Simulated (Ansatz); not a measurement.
# Cl2FHNV: up Jacob's ladder to CCSD(T)

An exercise on one series of results from a longer session: the logs are not shown, and one member is left open.

Computed with Ansatz 0.2.0, Gaussian basis. Level: functionals in def2-TZVPP, the program's frozen cores in correlated methods.

The runs, in order: LDA (SPW92), PBE-D4, revPBE-D4, BLYP-D4, r2SCAN-D4, B97M-V, PBE0-D4, B3LYP-D4, r2SCANh-D4, r2SCAN0-D4, HSE06-D4, BHLYP-D4, CAM-B3LYP-D4, LC-ωPBE, ωB97X-V, ωB97M-V, B2PLYP, PBE-QIDH; CCSD(T)/def2-SVP; CCSD(T)/def2-TZVPP; MP2/def2-QZVPP; extrapolation to the limit; RPA on PBE.

### The geometry

An earlier PBE0-D4 in a triple-zeta def2 set relaxation fixed the geometry.

SMILES `[NH]=[V]([F])([Cl])[Cl]`, 6 atoms, charge 0, spin multiplicity 1.

Atoms are counted from 1 here; the program's logs count them from 0.

Bond lengths: N1–V2 1.588 Å, N1–H6 1.013 Å, V2–F3 1.721 Å, V2–Cl4 2.142 Å, V2–Cl5 2.142 Å. Angles: V2–N1–H6 179.9°, N1–V2–F3 108.6°, N1–V2–Cl4 107.3°, N1–V2–Cl5 107.3°, F3–V2–Cl4 111.3°, F3–V2–Cl5 111.3°, Cl4–V2–Cl5 111.0°.

The first run:

The input, in.yaml:

```yaml
crystal:
  periodic: [false, false, false]
  atoms:
    - {symbol: N, position_ang: [-0.327808, 0.271248, 1.104747]}
    - {symbol: V, position_ang: [0.186365, -0.158406, -0.335324]}
    - {symbol: F, position_ang: [1.521419, -1.226994, -0.144098]}
    - {symbol: Cl, position_ang: [-1.445252, -1.124819, -1.330551]}
    - {symbol: Cl, position_ang: [0.763839, 1.629289, -1.363573]}
    - {symbol: H, position_ang: [-0.656564, 0.545683, 2.022599]}
basis:
  gaussian: {orbitals: def2-TZVPP}
hamiltonian: {xc: lda}
output: {orbitals: {seedname: orbitals}}
```

Started as:

```sh
$ ansatz run in.yaml --threads 4 --pin off --events-out ev --progress --plain --max-ram 10444MiB
```

Steps of the session up to this table: LDA; PBE-D4 (GGA); revPBE-D4 (GGA); BLYP-D4 (GGA); r2SCAN-D4 (meta-GGA); B97M-V (meta-GGA); PBE0-D4 (hybrid); B3LYP-D4 (hybrid); r2SCANh-D4 (hybrid); r2SCAN0-D4 (hybrid); HSE06-D4 (hybrid); BHLYP-D4 (hybrid); CAM-B3LYP-D4 (range-separated); LC-ωPBE (range-separated); ωB97X-V (range-separated); ωB97M-V (range-separated); B2PLYP (double hybrid); PBE-QIDH (double hybrid).

One table of the session follows, with a row left open; its other results are not shown here.

It belongs to the step «Orbital energies across the functionals». 

```
  functional  HOMO (eV)  LUMO (eV)  gap (eV)
 LDA (SPW92)      -7.70      -4.74      2.96
      PBE-D4      -7.53      -4.51      3.02
   revPBE-D4      -7.47      -4.42      3.04
     BLYP-D4      -7.37      -4.40      2.98
   r2SCAN-D4      -7.87      -4.57      3.31
      B97M-V      -7.94      -4.58      3.36
     PBE0-D4          ?          ?         ?
    B3LYP-D4      -8.65      -3.94      4.71
  r2SCANh-D4      -8.38      -4.24      4.14
  r2SCAN0-D4      -9.15      -3.72      5.42
    HSE06-D4      -8.52      -4.08      4.43
    BHLYP-D4     -10.14      -2.68      7.46
CAM-B3LYP-D4     -10.26      -2.64      7.62
     LC-ωPBE     -11.64      -1.56     10.09
     ωB97X-V     -11.26      -1.55      9.71
     ωB97M-V     -11.11      -1.52      9.60
```

Q: Estimate the row for PBE0-D4 from the others.

The run gave: HOMO (eV): -8.92; LUMO (eV): -3.71; gap (eV): 5.21. In the column «HOMO (eV)» it lies between r2SCAN0-D4 (-9.15) and B3LYP-D4 (-8.65).
